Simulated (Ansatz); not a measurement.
# H15NOSi5: the cost of one run

Program: Ansatz 0.2.0. Level of theory: RHF/6-31G*. These are calculated values, not measurements.

**1. Starting point**

Bond lengths (14 of 20 bonds, heavy atoms first): Si1–O2 2.030 Å, O2–Si3 1.680 Å, Si1–Si7 2.220 Å, Si1–Si11 2.218 Å, Si1–Si15 2.218 Å, Si1–N19 2.120 Å, Si3–H4 1.460 Å, Si3–H5 1.460 Å, Si3–H6 1.460 Å, Si7–H8 1.460 Å, Si7–H9 1.460 Å, Si7–H10 1.460 Å, Si11–H12 1.460 Å, Si11–H13 1.460 Å. Angles (14 of 38 angles, heavy atoms first): Si1–O2–Si3 125.0°, O2–Si1–Si7 109.5°, O2–Si1–Si11 109.5°, O2–Si1–Si15 109.5°, O2–Si1–N19 71.6°, Si7–Si1–Si11 109.5°, Si7–Si1–Si15 109.5°, Si7–Si1–N19 75.8°, Si11–Si1–Si15 109.5°, Si11–Si1–N19 173.4°, Si15–Si1–N19 64.4°, O2–Si3–H4 109.5°, O2–Si3–H5 109.5°, O2–Si3–H6 109.5°.

Its coordinates follow in the input file.

**2. Pulling towards end A**

Springs on the bonds that form and break draw the guess towards this end; the thresholds are loose.

input.yaml reads:

```yaml
crystal:
  periodic: [false, false, false]
  atoms:
    - { symbol: Si, position_ang: [0.0, 0.0, 0.0] }
    - { symbol: O, position_ang: [0.0, 0.0, 2.03] }
    - { symbol: Si, position_ang: [-1.3147, -0.4067, 2.9936] }
    - { symbol: H, position_ang: [-2.239, -1.2403, 2.2304] }
    - { symbol: H, position_ang: [-0.8506, -1.1432, 4.1657] }
    - { symbol: H, position_ang: [-1.9987, 0.8095, 3.4233] }
    - { symbol: Si, position_ang: [2.0935, 0.0, -0.7393] }
    - { symbol: H, position_ang: [2.5508, -1.3762, -0.9079] }
    - { symbol: H, position_ang: [2.1573, 0.6939, -2.0222] }
    - { symbol: H, position_ang: [2.951, 0.6823, 0.2255] }
    - { symbol: Si, position_ang: [-1.0456, 1.8115, -0.7393] }
    - { symbol: H, position_ang: [-2.4302, 1.478, -1.0607] }
    - { symbol: H, position_ang: [-1.0215, 2.8436, 0.2931] }
    - { symbol: H, position_ang: [-0.3743, 2.3069, -1.9374] }
    - { symbol: Si, position_ang: [-1.0456, -1.8115, -0.7393] }
    - { symbol: H, position_ang: [-1.7029, -2.4846, 0.3772] }
    - { symbol: H, position_ang: [-2.0454, -1.4265, -1.7311] }
    - { symbol: H, position_ang: [-0.0777, -2.7173, -1.3511] }
    - { symbol: "N", position_ang: [0.7889, -1.8507, 0.6685] }
    - { symbol: H, position_ang: [0.253, -2.7488, 0.4953] }
    - { symbol: H, position_ang: [1.7191, -1.8781, 1.1759] }
    - { symbol: H, position_ang: [0.4879, -1.1446, 1.7311] }
basis:
  gaussian: { orbitals: "6-31G*" }
hamiltonian:
  xc: hf
relax:
  f_tol: 0.15
  max_steps: 25
  restrain:
    - { distance: [0, 18], at: 3.02, k: 30.0 }
    - { distance: [21, 1], at: 2.21, k: 30.0 }
    - { distance: [0, 1], at: 1.68, k: 30.0 }
    - { distance: [21, 18], at: 1.06, k: 30.0 }
```

Launch:

```
ansatz run input.yaml --threads 4 --pin off --max-ram 5120MiB --backend cpu --events-out ev --progress --plain --runs-dir out
```

Q: Estimate wall time and peak memory on 4 threads of Arm Neoverse V2, shared host.

About 36 s, with a peak of 0.54 GiB.
